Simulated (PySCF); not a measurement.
**AlSn: bond curves at several levels of theory**

An exercise on one series of results from a longer session: the logs are not shown, and one member is left open.

Computed with PySCF 2.14.0. Level: Al aug-cc-pV(D+d)Z, Sn aug-cc-pVDZ-PP with ECP28, scalar-relativistic core potentials.

The first run:

A driver script around PySCF takes these settings:

```yaml
atoms: Al, Sn
charge: 0
basis: Al aug-cc-pV(D+d)Z, Sn aug-cc-pVDZ-PP with ECP28
Hamiltonian: scalar-relativistic core potentials
basis_functions: 64
electrons_treated: 35
masses_in_u: 26.9815, 119.9022
levels: PBE0, PBE, r²SCAN, r²SCANh, PW91, M06, CAM-B3LYP, HF, MP2, SCS-MP2, CCSD, CCSD(T)
grid: 80 radial by 434 angular points
occupations: held fixed by the projection of orbital angular momentum
dissociation_limit: Al + Sn, each in its ground configuration
starting_distance_in_angstrom: 2.545
values_of_2S_to_try: 1, 3
```

The run is started by

```sh
OMP_NUM_THREADS=1 python dia.py task.json out
```

Among the steps run: Set-up; PBE0 along the bond; Other states along the same grid; PBE; r²SCAN (meta-GGA); r²SCANh (hybrid meta-GGA); PW91 (GGA); M06; CAM-B3LYP (range-separated hybrid); UHF; MP2 and coupled cluster.

One of the session's tables, all rows but one given; the rest of the session is left out.

It belongs to the step «The curves together». Energy (eV) from each level's lowest point:

| R (Å) | UHF | UHF-MP2 | UHF-SCS-MP2 | UHF-CCSD | UHF-CCSD(T) |
| --- | --- | --- | --- | --- | --- |
| 2.295 | 0.804 | 0.694 | 0.706 | n/a | n/a |
| 2.402 | 0.404 | 0.313 | 0.321 | 0.357 | 0.352 |
| 2.509 | 0.166 | 0.103 | 0.107 | 0.128 | 0.125 |
| 2.589 | 0.065 | 0.026 | 0.028 | 0.038 | 0.037 |
| 2.669 | 0.014 | 0.000 | 0.000 | 0.000 | 0.000 |
| 2.749 | 0.000 | 0.013 | 0.010 | 0.001 | 0.003 |
| 2.856 | 0.025 | 0.074 | 0.068 | 0.047 | 0.051 |
| 2.989 | ? | ? | ? | ? | ? |
| 3.149 | 0.236 | 0.386 | 0.365 | 0.318 | 0.329 |
| 3.363 | 0.439 | 0.666 | 0.625 | n/a | n/a |

Q: Estimate the row for R (Å) = 2.989 from the others.

Worked estimate for «UHF». A straight line through the neighbours (2.856, 0.025) and (3.149, 0.236) gives 0.025 + (0.236 − 0.025) × (2.989 − 2.856) / (3.149 − 2.856) = 0.121; a parabola fitted to 4 rows on both sides gives 0.110.

**Answer.** UHF: 0.103; UHF-MP2: 0.197; UHF-SCS-MP2: 0.186; UHF-CCSD: 0.152; UHF-CCSD(T): 0.159. In «UHF» the line misses by +0.018 and the parabola by +0.007.
